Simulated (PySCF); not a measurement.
# BeO−: bond curves at several levels of theory

The task here is to estimate one member of a computed series from the others.

Method: Be aug-pcseg-1, O aug-pcseg-1, no relativity; program: PySCF 2.14.0.

2 further runs of the same task are left out: 2 set aside as unsound or not needed.

Set-up of the first run:

A driver script around PySCF takes these settings:

- atoms: Be, O
- charge: -1
- basis: Be aug-pcseg-1, O aug-pcseg-1
- Hamiltonian: no relativity
- basis functions: 36
- electrons treated: 13
- masses in u: 9.0122, 15.9949
- levels: PBE0, PBE, r²SCAN, BLYP, M06, BP86, LC-ωPBE, MP2, SCS-MP2, CCSD, CCSD(T)
- grid: 80 radial by 434 angular points
- occupations: held fixed by the projection of orbital angular momentum
- dissociation limit: Be + O−, each in its ground configuration
- starting distance in angstrom: 1.660
- values of 2S to try: 1, 3

On the command line:

```sh
$ OMP_NUM_THREADS=1 python dia.py task.json out
```

Steps of the session up to this table: Input; First curve: PBE0; Excited determinants; PBE (GGA); r²SCAN (meta-GGA); BLYP (GGA); M06; BP86 (GGA); LC-ωPBE (range-separated hybrid); MP2 and coupled cluster.

One of the session's tables, all rows but one given; the rest of the session is left out.

Energy (eV) from each level's lowest point:

| R (Å) | UHF-MP2 | UHF-SCS-MP2 | UHF-CCSD | UHF-CCSD(T) | PBE |
| --- | --- | --- | --- | --- | --- |
| 1.186 | 1.272 | 1.227 | n/a | n/a | 1.183 |
| 1.241 | 0.628 | 0.594 | 0.554 | 0.599 | 0.565 |
| 1.296 | 0.241 | 0.218 | 0.195 | 0.223 | 0.203 |
| 1.338 | 0.080 | 0.066 | 0.055 | 0.070 | 0.059 |
| 1.379 | 0.005 | 0.000 | 0.000 | 0.001 | 0.000 |
| 1.420 | 0.000 | 0.004 | 0.013 | 0.000 | 0.008 |
| 1.476 | 0.078 | 0.096 | 0.114 | 0.081 | 0.100 |
| 1.544 | ? | ? | ? | ? | ? |
| 1.627 | 0.648 | 0.719 | 0.698 | 0.612 | 0.645 |
| 1.738 | 1.363 | 1.511 | n/a | n/a | 1.172 |

**Question.** Estimate the row for R (Å) = 1.544.

Worked estimate for «UHF-MP2». A straight line through the neighbours (1.476, 0.078) and (1.627, 0.648) gives 0.078 + (0.648 − 0.078) × (1.544 − 1.476) / (1.627 − 1.476) = 0.335; a parabola fitted to 4 rows on both sides gives 0.277.

**Answer.** UHF-MP2: 0.282; UHF-SCS-MP2: 0.319; UHF-CCSD: 0.336; UHF-CCSD(T): 0.278; PBE: 0.308. In «UHF-MP2» the line misses by +0.053 and the parabola by -0.005.

State 2 has its PBE0 minimum 2.05 eV higher. The other levels ran on the lowest alone.
